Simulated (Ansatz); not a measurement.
# P (P, hcp): the cost of one run

Program: Ansatz 0.2.0. Level of theory: DFT r2SCAN, plane waves (500 eV) with PAW, scalar-relativistic; the PAW data stem from PBE, with regenerated cores. These are calculated values, not measurements.

### 1 The structure to begin with

It takes space group P6_3/mmc (No. 194, hexagonal). Conventional cell: a = 2.782 Å, b = 2.782 Å, c = 4.543 Å, α = 90.00°, β = 90.00°, γ = 120.00°. P (site symmetry -6m2) is surrounded by 12 P at 2.78 Å.

Coordinates:

```xyz
2
Lattice="2.7819 0.0000 0.0000 -1.3909 2.4092 0.0000 0.0000 0.0000 4.5428" Properties=species:S:1:pos:R:3 pbc="T T T"
P     0.0000    1.6061    1.1357
P     1.3909    0.8031    3.4071
```

### 2 Relaxation of the cell

input.yaml

```yaml
crystal:
  lattice:
    - [2.78185738, 0.0, 0.0]
    - [-1.39092869, 2.4091591608, 0.0]
    - [0.0, 0.0, 4.5427731016]
  atoms:
    - { symbol: P, position: [0.3333333333, 0.6666666667, 0.25] }
    - { symbol: P, position: [0.6666666667, 0.3333333333, 0.75] }
hamiltonian:
  xc: r2scan
  pseudopotentials:
    kind: paw
    azcp:
      P: "pseudopotentials/P.paw.azcp"
basis:
  ecutwfc: 500
  fft_grid_basis: typed
kpoints:
  mp_grid: { grid: [13, 13, 7], shift: [0, 0, 0] }
magnetization:
  spin_polarized: false
scf:
  occupations: { method: fermi_dirac, width: 0.1 }
relax:
  max_steps: 60
  f_tol: 0.01
  cell: {}
```

On the command line:

```sh
> ansatz run input.yaml --threads 1 --pin off --max-ram 3584MiB --backend cpu --events-out ev --progress --plain --runs-dir out
```

**Question.** How long does this run take on 1 thread of Intel Xeon Platinum 8259CL at 2.50GHz (Skylake/Cascade Lake), shared host, and how much memory does it need?

About 64 s, with a peak of 0.59 GiB.
